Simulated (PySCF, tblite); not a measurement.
# C₂H₁₀OSi₂: a rotation path, then NMR shifts on frames, part 2 of 2

tblite 0.8.0 and PySCF 2.14.0. Atoms count from 0. Earlier steps stand in the parts before.

**5. Nuclear shieldings: image 4, PBE0/pcSseg-1**

What the job is given:

```
{"job": {"kind": "nmr", "xc": "PBE0", "basis": "pcSseg-1", "pop": false}, "charge": 0, "multiplicity": 1}
O      2.483100    -0.028300     0.176800
C      1.278800    -0.262600    -0.510000
C      0.026100     0.102600     0.310100
Si    -0.769600     1.711900    -0.333800
Si    -1.173000    -1.371600     0.426300
H      2.482300    -0.548300     0.988600
H      1.354500     0.347700    -1.413600
H      1.237700    -1.313800    -0.835100
H      0.367500     0.313800     1.330200
H      0.093500     2.854200    -0.032300
H     -2.081400     1.908000     0.286400
H     -0.919900     1.583800    -1.785300
H     -1.695500    -1.670700    -0.906100
H     -2.254000    -1.074000     1.365000
H     -0.434600    -2.544600     0.911000
```

Method: GIAO PBE0/pcSseg-1 NMR shielding, non-relativistic, gas phase.

Standard output:

```text
coarse grid: 12712 points
cycle   1  E = -735.8297628291  dE =  1.865e-01  |g| = 6.247e-01  |ddm| = 3.286e+00
cycle   2  E = -735.7707169814  dE =  5.905e-02  |g| = 8.476e-01  |ddm| = 1.080e+00
cycle   3  E = -735.9035278422  dE = -1.328e-01  |g| = 5.482e-02  |ddm| = 6.904e-01
cycle   4  E = -735.9039242991  dE = -3.965e-04  |g| = 2.668e-02  |ddm| = 5.323e-02
cycle   5  E = -735.9040823915  dE = -1.581e-04  |g| = 7.687e-03  |ddm| = 2.936e-02
cycle   6  E = -735.9040974021  dE = -1.501e-05  |g| = 7.731e-04  |ddm| = 8.878e-03
cycle   7  E = -735.9040975605  dE = -1.584e-07  |g| = 1.630e-04  |ddm| = 1.220e-03
final grid: 111200 points
cycle   8  E = -735.9426090171  dE = -1.833e-05  |g| = 7.594e-03  |ddm| = 1.730e-02
cycle   9  E = -735.9425956655  dE =  1.335e-05  |g| = 1.106e-02  |ddm| = 1.313e-02
cycle  10  E = -735.9426206395  dE = -2.497e-05  |g| = 5.030e-04  |ddm| = 8.005e-03
cycle  11  E = -735.9426206822  dE = -4.271e-08  |g| = 1.823e-04  |ddm| = 5.102e-04
cycle  12  E = -735.9426206894  dE = -7.238e-09  |g| = 3.161e-05  |ddm| = 1.687e-04
cycle  13  E = -735.9426206896  dE = -2.165e-10  |g| = 8.871e-06  |ddm| = 4.253e-05
converged SCF energy = -735.9426206896

GIAO shielding tensors (ppm)
atom      isotropic    diamagn.    paramagn.     s11        s22        s33       span
  0 O      272.859     386.692    -113.833    214.533    273.976    330.070    115.537
  1 C      118.710     243.963    -125.253     89.926    112.915    153.291     63.365
  2 C      180.186     257.159     -76.973    139.020    189.005    212.533     73.513
  3 Si     414.469     880.227    -465.758    379.962    395.914    467.531     87.569
  4 Si     416.459     880.743    -464.285    373.832    406.401    469.143     95.312
  5 H       31.527      32.446      -0.919     23.170     30.516     40.895     17.724
  6 H       27.888      30.520      -2.632     23.377     29.294     30.992      7.614
  7 H       27.599      31.039      -3.440     22.033     29.582     31.183      9.150
  8 H       31.763      34.011      -2.247     28.733     29.397     37.161      8.428
  9 H       27.357      29.083      -1.726     23.612     25.677     32.781      9.169
 10 H       27.712      29.349      -1.637     23.881     26.011     33.244      9.363
 11 H       27.954      29.651      -1.697     24.793     26.202     32.867      8.074
 12 H       28.020      29.796      -1.775     24.647     26.325     33.089      8.442
 13 H       27.696      29.615      -1.919     24.038     25.644     33.405      9.367
 14 H       27.726      29.899      -2.174     24.073     26.144     32.960      8.888
```

Run time: 15 s. Hardware: 1 thread of Arm Neoverse V1, shared host; peak memory 0.74 GiB.

In short: δ C1 68.2, C2 6.7, O0 63.2, Si3 -65.3, H9 4.36, H7 4.12 ppm.

**6. NMR shieldings: image 6, PBE0/pcSseg-1**

What the job is given:

```
{"job": {"kind": "nmr", "xc": "PBE0", "basis": "pcSseg-1", "pop": false}, "charge": 0, "multiplicity": 1}
O      2.409300    -0.491400     0.296400
C      1.306700    -0.131000    -0.497900
C      0.047500     0.197500     0.319300
Si    -0.855600     1.699600    -0.429900
Si    -1.046300    -1.345900     0.535000
H      2.157500    -1.225400     0.867400
H      1.654200     0.736100    -1.066800
H      1.087100    -0.929200    -1.222700
H      0.393500     0.515500     1.309100
H     -0.054100     2.902100    -0.189400
H     -2.176900     1.858200     0.179000
H     -0.983500     1.494000    -1.873700
H     -1.553200    -1.748600    -0.777500
H     -2.144900    -1.068300     1.457500
H     -0.245800    -2.455200     1.072200
```

Level: GIAO PBE0/pcSseg-1 NMR shielding, non-relativistic, gas phase.

Standard output:

```text
coarse grid: 12712 points
cycle   1  E = -735.8330003735  dE =  1.897e-01  |g| = 6.235e-01  |ddm| = 3.282e+00
cycle   2  E = -735.7733148509  dE =  5.969e-02  |g| = 8.486e-01  |ddm| = 1.103e+00
cycle   3  E = -735.9064285852  dE = -1.331e-01  |g| = 5.503e-02  |ddm| = 7.070e-01
cycle   4  E = -735.9068226368  dE = -3.941e-04  |g| = 2.729e-02  |ddm| = 5.464e-02
cycle   5  E = -735.9069896271  dE = -1.670e-04  |g| = 7.579e-03  |ddm| = 2.984e-02
cycle   6  E = -735.9070041951  dE = -1.457e-05  |g| = 7.708e-04  |ddm| = 8.744e-03
cycle   7  E = -735.9070043571  dE = -1.619e-07  |g| = 1.801e-04  |ddm| = 1.230e-03
final grid: 111200 points
cycle   8  E = -735.9455730997  dE = -1.864e-05  |g| = 7.653e-03  |ddm| = 1.924e-02
cycle   9  E = -735.9455595335  dE =  1.357e-05  |g| = 1.117e-02  |ddm| = 1.367e-02
cycle  10  E = -735.9455849674  dE = -2.543e-05  |g| = 5.238e-04  |ddm| = 8.103e-03
cycle  11  E = -735.9455850145  dE = -4.707e-08  |g| = 1.800e-04  |ddm| = 5.247e-04
cycle  12  E = -735.9455850215  dE = -6.998e-09  |g| = 3.358e-05  |ddm| = 1.726e-04
cycle  13  E = -735.9455850217  dE = -2.487e-10  |g| = 9.251e-06  |ddm| = 4.725e-05
converged SCF energy = -735.9455850217

GIAO shielding tensors (ppm)
atom      isotropic    diamagn.    paramagn.     s11        s22        s33       span
  0 O      275.998     387.648    -111.650    235.201    275.746    317.046     81.845
  1 C      120.468     244.552    -124.085     90.157    112.688    158.557     68.400
  2 C      181.283     257.393     -76.110    146.405    186.114    211.330     64.925
  3 Si     420.941     880.406    -459.465    386.623    407.121    469.081     82.458
  4 Si     419.460     880.805    -461.345    385.347    403.307    469.727     84.380
  5 H       31.126      32.831      -1.706     22.246     30.658     40.473     18.227
  6 H       27.825      30.288      -2.462     22.041     29.939     31.496      9.456
  7 H       27.800      31.285      -3.484     23.389     28.505     31.507      8.118
  8 H       31.396      33.450      -2.054     27.809     29.286     37.091      9.282
  9 H       27.588      29.299      -1.712     23.784     25.753     33.226      9.442
 10 H       27.827      29.339      -1.511     23.903     26.219     33.361      9.458
 11 H       28.076      29.630      -1.555     24.799     26.303     33.124      8.325
 12 H       28.007      29.898      -1.891     24.707     26.253     33.062      8.355
 13 H       27.737      29.649      -1.912     24.123     25.589     33.499      9.376
 14 H       27.687      29.992      -2.305     23.861     26.346     32.853      8.992
```

Run time: 14 s. Hardware: 1 thread of Arm Neoverse V1, shared host; peak memory 0.74 GiB.

This run: δ C1 66.5, C2 5.6, O0 60.1, Si4 -70.3, H9 4.13, H14 4.03 ppm.

**7. Nuclear shieldings: image 8, PBE0/pcSseg-1**

What the job is given:

```
{"job": {"kind": "nmr", "xc": "PBE0", "basis": "pcSseg-1", "pop": false}, "charge": 0, "multiplicity": 1}
O      2.265200    -0.852600     0.282000
C      1.379600     0.010700    -0.389500
C      0.069600     0.262500     0.357900
Si    -0.913200     1.652300    -0.498200
Si    -0.953700    -1.329600     0.589100
H      1.845800    -1.713200     0.384800
H      1.940600     0.943800    -0.499500
H      1.164600    -0.372000    -1.398800
H      0.339300     0.623200     1.356800
H     -0.075500     2.848900    -0.614400
H     -2.102200     1.961400     0.296200
H     -1.312500     1.219800    -1.839400
H     -1.298400    -1.877800    -0.726200
H     -2.159100    -1.016300     1.353200
H     -0.194600    -2.353000     1.324100
```

Level: GIAO PBE0/pcSseg-1 NMR shielding, non-relativistic, gas phase.

Standard output:

```text
coarse grid: 12712 points
cycle   1  E = -735.8357556474  dE =  1.935e-01  |g| = 6.243e-01  |ddm| = 3.278e+00
cycle   2  E = -735.7712418540  dE =  6.451e-02  |g| = 8.622e-01  |ddm| = 1.230e+00
cycle   3  E = -735.9094806551  dE = -1.382e-01  |g| = 5.714e-02  |ddm| = 8.106e-01
cycle   4  E = -735.9099109593  dE = -4.303e-04  |g| = 2.862e-02  |ddm| = 5.938e-02
cycle   5  E = -735.9100966477  dE = -1.857e-04  |g| = 7.682e-03  |ddm| = 3.152e-02
cycle   6  E = -735.9101116577  dE = -1.501e-05  |g| = 8.909e-04  |ddm| = 8.618e-03
cycle   7  E = -735.9101118744  dE = -2.167e-07  |g| = 2.207e-04  |ddm| = 1.374e-03
final grid: 111200 points
cycle   8  E = -735.9487040374  dE = -2.004e-05  |g| = 8.103e-03  |ddm| = 1.932e-02
cycle   9  E = -735.9486886332  dE =  1.540e-05  |g| = 1.190e-02  |ddm| = 1.472e-02
cycle  10  E = -735.9487173077  dE = -2.867e-05  |g| = 5.462e-04  |ddm| = 8.883e-03
cycle  11  E = -735.9487173595  dE = -5.181e-08  |g| = 1.933e-04  |ddm| = 5.729e-04
cycle  12  E = -735.9487173676  dE = -8.109e-09  |g| = 3.634e-05  |ddm| = 1.942e-04
cycle  13  E = -735.9487173679  dE = -2.947e-10  |g| = 1.075e-05  |ddm| = 5.184e-05
converged SCF energy = -735.9487173679

GIAO shielding tensors (ppm)
atom      isotropic    diamagn.    paramagn.     s11        s22        s33       span
  0 O      276.485     388.228    -111.743    260.684    268.568    300.205     39.521
  1 C      119.648     244.049    -124.402     87.782    114.104    157.056     69.274
  2 C      176.493     257.131     -80.638    157.594    173.366    198.520     40.926
  3 Si     421.154     880.474    -459.319    384.291    405.517    473.655     89.364
  4 Si     425.492     880.968    -455.476    386.852    414.644    474.981     88.129
  5 H       31.056      32.810      -1.754     21.545     30.707     40.916     19.371
  6 H       27.575      30.014      -2.438     21.657     29.163     31.906     10.249
  7 H       27.903      31.144      -3.242     22.744     28.992     31.972      9.227
  8 H       30.895      32.884      -1.989     27.593     28.228     36.865      9.272
  9 H       27.804      29.328      -1.524     24.148     25.737     33.527      9.379
 10 H       27.789      29.455      -1.666     24.160     25.946     33.262      9.101
 11 H       28.056      29.617      -1.562     24.688     26.433     33.046      8.358
 12 H       28.055      29.979      -1.924     24.818     26.108     33.240      8.422
 13 H       27.842      29.727      -1.885     24.282     25.893     33.349      9.067
 14 H       27.585      30.032      -2.448     23.687     26.287     32.780      9.093
```

Wall time 14 s (1 thread of Arm Neoverse V1, shared host); peak memory 0.74 GiB.

This run: δ C1 67.3, C2 10.4, O0 59.6, Si3 -72.0, H6 4.14, H14 4.13 ppm.

**8. Comparing the runs: NMR shifts**

Shifts (ppm) of some atoms, chosen among heavy atoms and hydrogens apart, with basis size and wall time:

```
  frame    C1    C2     H8     H5    O0    Si3    Si4  functions  time
image 0  67.4  11.2   0.65   0.32  72.7  -72.3  -74.6        149  21 s
image 2  69.7  11.4   0.01  -0.02  66.5  -64.5  -70.7        149  15 s
image 4  68.2   6.7  -0.05   0.19  63.2  -65.3  -67.3        149  15 s
image 6  66.5   5.6   0.32   0.59  60.1  -71.8  -70.3        149  14 s
image 8  67.3  10.4   0.82   0.66  59.6  -72.0  -76.3        149  14 s
```

**9. Outcome**

What follows sums up all 2 parts.

```
                                        quantity                                                           value
                                         barrier                              0.178 eV (4.1 kcal/mol) at image 4
                           end to end (GFN2-xTB)                                                        0.043 eV
 13C shifts against TMS (PBE0/pcSseg-1, image 0)                                                  67.4, 11.2 ppm
  1H shifts against TMS (PBE0/pcSseg-1, image 0)  4.36, 4.18, 3.89, 3.87, 3.79, 3.74, 3.69, 3.58, 0.65, 0.32 ppm
 17O shifts against H2O (PBE0/pcSseg-1, image 0)                                                        72.7 ppm
29Si shifts against TMS (PBE0/pcSseg-1, image 0)                                                -72.3, -74.6 ppm
           surface potential, 1st and 99th percentile                                              -1.44 V and 2.11 V
                        range of the shift of O0                                                59.6 to 72.7 ppm
```

Along the band the dihedral turns by 129°, and the top (dihedral 106°) lies 4.1 kcal/mol above the start (GFN2-xTB, rough), so at room temperature this motion is fast. Ends this close can change order at a higher level. The top was not checked by a frequency run. Shifts at one fixed geometry are not the observed spectrum, which averages over the motion. In ppm, O0 moves most: its shift spreads over 13.1 ppm, from 59.6 (image 8) to 72.7 (image 0).
